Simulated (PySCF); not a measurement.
# Sr2H4: relaxation and vibrations of the singlet

The task is one start of a wider search on Sr2H4: the singlet, from a doubly bridged, planar start. It is relaxed, tested by its Hessian and followed downhill if it is a saddle.

The runs use PySCF 2.14.0; PBE0, basis Sr def2-TZVP with ECP28, H def2-TZVP, scalar-relativistic core potentials, no spin–orbit coupling, density fitting.

### 1 Where the work starts

6 atoms, charge 0, spin multiplicity 1.

Bond lengths: Sr1–Sr2 3.137 Å, Sr1–H3 2.300 Å, Sr1–H4 2.300 Å, Sr1–H5 2.170 Å, Sr2–H3 2.300 Å, Sr2–H4 2.300 Å, Sr2–H6 2.170 Å. Angles: Sr2–Sr1–H3 47.0°, Sr2–Sr1–H4 47.0°, Sr2–Sr1–H5 180.0°, H3–Sr1–H4 94.0°, H3–Sr1–H5 133.0°, H4–Sr1–H5 133.0°, Sr1–Sr2–H3 47.0°, Sr1–Sr2–H4 47.0°, Sr1–Sr2–H6 180.0°, H3–Sr2–H4 94.0°, H3–Sr2–H6 133.0°, H4–Sr2–H6 133.0°, Sr1–H3–Sr2 86.0°, Sr1–H4–Sr2 86.0°.

```xyz
6
charge 0 multiplicity 1
Sr    1.5687    0.0000    0.0000
Sr   -1.5687    0.0000    0.0000
H     0.0000    1.6823    0.0000
H     0.0000   -1.6823    0.0000
H     3.7387    0.0000    0.0000
H    -3.7387    0.0000    0.0000
```

### 2 The SCF at the typed geometry

The steps below are one call of a driver around PySCF. For each, scf.py gives the equivalent set-up of the SCF; relaxations use the driver's own optimiser. After this first run the driver tries any further starts and a stability analysis.

Input file scf.py:

```python
from pyscf import gto, scf, dft
mol = gto.M(atom='''
Sr     1.568700     0.000000     0.000000
Sr    -1.568700     0.000000     0.000000
H      0.000000     1.682300     0.000000
H      0.000000    -1.682300     0.000000
H      3.738700     0.000000     0.000000
H     -3.738700     0.000000     0.000000''',
    basis={'Sr': 'def2-TZVP', 'H': 'def2-TZVP'},
    ecp={'Sr': 'def2-TZVP'},
    charge=0, spin=0)
mf = dft.RKS(mol, xc='PBE0')
mf.grids.atom_grid = (50, 194)
aux = {'Sr': 'def2-universal-JKFIT', 'H': 'def2-universal-JKFIT'}
mf = mf.density_fit(auxbasis=aux)
mf.conv_tol = 1e-08
mf.diis_space = 10
mf.max_cycle = 60
mf.init_guess = 'minao'
mf.verbose = 4
mf.kernel()
```

The run is started by

```
> OMP_NUM_THREADS=2 python axn.py task.json out
```

The runs that follow: Relaxing the singlet from the doubly bridged, planar start; Frequencies; Leaving the saddle point; Is it a minimum? Harmonic modes.

Before running it: what results should come out? Wanted: minimum; geometry; wavenumbers; dipole moment; highest occupied, lowest empty level; polar-tensor charge of Sr1; zero-point energy; atomisation energy.

**Answer**, as computed:

| quantity | value |
| --- | --- |
| minimum | singlet, C2h |
| geometry | Sr–H 2.170 Å (×2), Sr–H 2.335 Å (×4), Sr–Sr 3.726 Å; H–Sr–H 74.2° (×2), H–Sr–H 124.2° (×4), H–Sr–Sr 37.1° (×4), H–Sr–Sr 134.8° (×2), Sr–H–Sr 105.8° (×2) |
| wavenumbers (cm⁻¹) | 114 (bu), 128 (ag), 176 (ag), 222 (au), 341 (bg), 479 (bu), 792 (au), 890 (ag), 933 (bg), 1050 (bu), 1189 (bu), 1193 (ag) |
| dipole moment | 0.00 D |
| highest occupied, lowest empty level | -5.46, -1.30 eV |
| polar-tensor charge of Sr1 | +1.31 e |
| zero-point energy | 44.9 kJ/mol |
| entropy at 298.15 K | 333.6 J/(mol K) |
| atomisation energy (no zero-point energy) | 999 kJ/mol |

In words: From D2h at the start the molecule goes to a C2h minimum, after a stop at a second-order saddle point 8.3 kJ/mol higher, from which it was pushed off along an imaginary mode. The strongest infrared band lies at 1050 cm⁻¹ (bu). The dipole vanishes although Sr1 carries +1.3 e by the polar tensor: the bond dipoles cancel. Other starts or spin states, not run here, may lie lower.
